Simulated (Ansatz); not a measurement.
# Ta2N: under pressure

The task here is to estimate one member of a computed series from the others.

Program: Ansatz 0.2.0. Level of theory: DFT r2SCAN, scalar-relativistic, plane waves, PAW. These are calculated values, not measurements.

2 further runs of the same task are left out: 2 set aside as unsound or not needed.

## The system as given

The structure is trigonal, space group P-31m (No. 162). Conventional cell: a = 5.291 Å, b = 5.291 Å, c = 4.930 Å, α = 90.00°, β = 90.00°, γ = 120.00°. Ta (site symmetry m) is surrounded by 3 N at 2.14 to 2.16 Å. N (site symmetry 32) has 6 Ta at 2.16 Å in its first shell of neighbours. N (site symmetry -3m) is surrounded by 6 Ta at 2.14 Å.

Coordinates:

```xyz
9
Lattice="5.2909 0.0000 0.0000 -2.6455 4.5821 0.0000 0.0000 0.0000 4.9303" Properties=species:S:1:pos:R:3 pbc="T T T"
Ta    1.7639    3.0551    3.7142
Ta   -0.8816    1.5270    3.7142
Ta    1.7632    0.0000    3.7142
Ta    0.8816    1.5270    1.2161
Ta   -1.7639    3.0551    1.2161
Ta    3.5277    0.0000    1.2161
N     2.6455    1.5274    2.4652
N     0.0000    3.0547    2.4652
N     0.0000    0.0000    0.0000
```

It goes back to an entry of the Materials Project, which need not be the stable form.

This cell was relaxed beforehand with the same method: volume 13.28 Å³/atom, gap on the mesh none (metal).

The first run:

File input.yaml:

```yaml
crystal:
  lattice:
    - [5.3082524588, 0.0, 0.0]
    - [-2.6541262294, 4.597081479, 0.0]
    - [0.0, 0.0, 4.9464707551]
  atoms:
    - { symbol: Ta, position: [0.6667482989, 0.6667482989, 0.7533371952] }
    - { symbol: Ta, position: [0.0, 0.3332517011, 0.7533371952] }
    - { symbol: Ta, position: [0.3332517011, 0.0, 0.7533371952] }
    - { symbol: Ta, position: [0.3332517011, 0.3332517011, 0.2466628048] }
    - { symbol: Ta, position: [0.0, 0.6667482989, 0.2466628048] }
    - { symbol: Ta, position: [0.6667482989, 0.0, 0.2466628048] }
    - { symbol: "N", position: [0.6666666667, 0.3333333333, 0.5] }
    - { symbol: "N", position: [0.3333333333, 0.6666666667, 0.5] }
    - { symbol: "N", position: [0.0, 0.0, 0.0] }
basis:
  ecutwfc: 500
kpoints:
  mp_grid: { grid: [12, 12, 8] }
hamiltonian:
  xc: r2scan
scf:
  occupations: { method: gaussian, width: 0.1 }
output:
  forces: true
  stress: true
  eigenvalues: true
  write_density: true
  write_potential: true
  elf: true
  volumetric_format: npy
relax:
  adjacent_minimum: "off"
  f_tol: 0.008
  max_steps: 50
  cell: { stress_tol: 0.08, p_target: -1.0 }
```

Command:

```
ansatz run input.yaml --threads 2 --pin off --max-ram 5120MiB --backend cpu --events-out ev --progress --plain --runs-dir out
```

Steps of the session up to this table: -1 GPa; Target pressure 1 GPa; Relaxing at 4 GPa; Relaxing at 12 GPa; Target pressure 25 GPa.

One of the session's tables, all rows but one given; the rest of the session is left out.

Lengths are those of the vectors of the cell that was run:

```
P (GPa)  V (Å³/atom)  a (Å)  b (Å)  c (Å)  ΔH (eV/atom)
     -1        13.33  5.297  5.297  4.935        -0.083
      0        13.28  5.291  5.291  4.930         0.000
      1            ?      ?      ?      ?             ?
      4        13.11  5.267  5.267  4.911         0.329
     12        12.80  5.224  5.224  4.874         0.976
     25        12.36  5.162  5.162  4.823         1.996
```

**Question.** Estimate the row for P (GPa) = 1.

Worked estimate for «V (Å³/atom)». A straight line through the neighbours (0, 13.28) and (4, 13.11) gives 13.28 + (13.11 − 13.28) × (1 − 0) / (4 − 0) = 13.24; a parabola fitted to 4 rows on both sides gives 13.24.

The run gave: V (Å³/atom): 13.24; a (Å): 5.285; b (Å): 5.285; c (Å): 4.926; ΔH (eV/atom): 0.083. In «V (Å³/atom)» the line misses by 0.00 and the parabola by 0.00.

ΔH is E + PV over the energy at zero pressure; a, b and c are the vectors of the computed cell. 

To keep in mind: Other structures may take over in this range; these runs cannot find them. Spin polarisation is off in the runs that give these values; a magnetic solution could lie lower.
